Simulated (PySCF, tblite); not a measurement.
**C2H3ClF2O2S: geometry, infrared bands and NMR shifts**

Wanted: the infrared bands and NMR shifts of C2H3ClF2O2S (`CC(F)(F)S(=O)(=O)Cl`), by calculation.

Computed with tblite 0.8.0 and PySCF 2.14.0, with density-fitted response routines of our own, on a single molecule in the gas phase. Atoms count from 0, in the outputs and in this text.

**1. Starting geometry**

11 atoms, charge 0, multiplicity 1; geometry from: force field or distance geometry start.

Bonds of the start (Å): C0–C1 1.53, C1–F2 1.39, C1–F3 1.38, C1–S4 1.80, S4–O5 1.51, S4–O6 1.50, S4–Cl7 2.05, C0–H8 1.10, C0–H9 1.12, C0–H10 1.12.

**2. Geometry optimisation with GFN2-xTB**

Job settings and geometry (Å):

```
{"job": {"kind": "relax", "xc": "GFN2-xTB", "basis": "xTB"}, "charge": 0, "multiplicity": 1}
C     -1.185400     0.115000     0.595500
C     -0.297900     0.441300    -0.605600
F     -0.059500     1.814100    -0.611100
F     -0.862200     0.018100    -1.789600
S      1.226500    -0.447200    -0.235400
O      0.938500    -1.930000    -0.187300
O      2.211700    -0.232100    -1.341100
Cl     2.051200     0.215300     1.525700
H     -2.107200     0.709800     0.614500
H     -0.542800     0.286600     1.497200
H     -1.367500    -0.988200     0.511200
```

Command:

```console
OMP_NUM_THREADS=1 python probes_run.py task.json out
```

This one command runs all jobs of the session in turn.

**Question.** This job is followed by: GFN2-xTB harmonic vibrations, gas phase; GIAO PBE0/pcSseg-1 NMR shielding, non-relativistic, gas phase. What will the session give for the following? strongest single infrared mode (GFN2-xTB); zero-point energy (GFN2-xTB); 13C shifts against TMS (PBE0/pcSseg-1); 1H shifts against TMS (PBE0/pcSseg-1, means over atoms taken as alike); 19F shifts against CFCl3 (PBE0/pcSseg-1, means over atoms taken as alike); 33S shifts against CS2 (PBE0/pcSseg-1); 17O shifts against H2O (PBE0/pcSseg-1, means over atoms taken as alike); 35Cl shifts against HCl (PBE0/pcSseg-1).

As calculated:

| quantity | value |
| --- | --- |
| strongest single infrared mode (GFN2-xTB) | 1314 cm⁻¹, 438 km/mol |
| zero-point energy (GFN2-xTB) | 36.5 kcal/mol |
| 13C shifts against TMS (PBE0/pcSseg-1) | 135.3, 19.7 ppm |
| 1H shifts against TMS (PBE0/pcSseg-1, means over atoms taken as alike) | 2.34 ppm |
| 19F shifts against CFCl3 (PBE0/pcSseg-1, means over atoms taken as alike) | -113.8 ppm |
| 33S shifts against CS2 (PBE0/pcSseg-1) | 342 ppm |
| 17O shifts against H2O (PBE0/pcSseg-1, means over atoms taken as alike) | 275.9 ppm |
| 35Cl shifts against HCl (PBE0/pcSseg-1) | 534 ppm |

The optimisation took 59 steps and gained 0.975 eV; among the close pairs (by a distance rule), S4–O5 changed most, from 1.511 to 1.424 Å. All 27 modes are real, so the xTB geometry is a minimum. The strongest single mode, at 1314 cm⁻¹, is spread over several atoms, S4, O6, O5 among them. Unscaled tight-binding wavenumbers are off by several per cent, some by more. Its intensities can rank the bands wrongly. At PBE0/pcSseg-1: Shielding is most anisotropic at Cl7 (span 942 ppm, paramagnetic term -731 ppm).
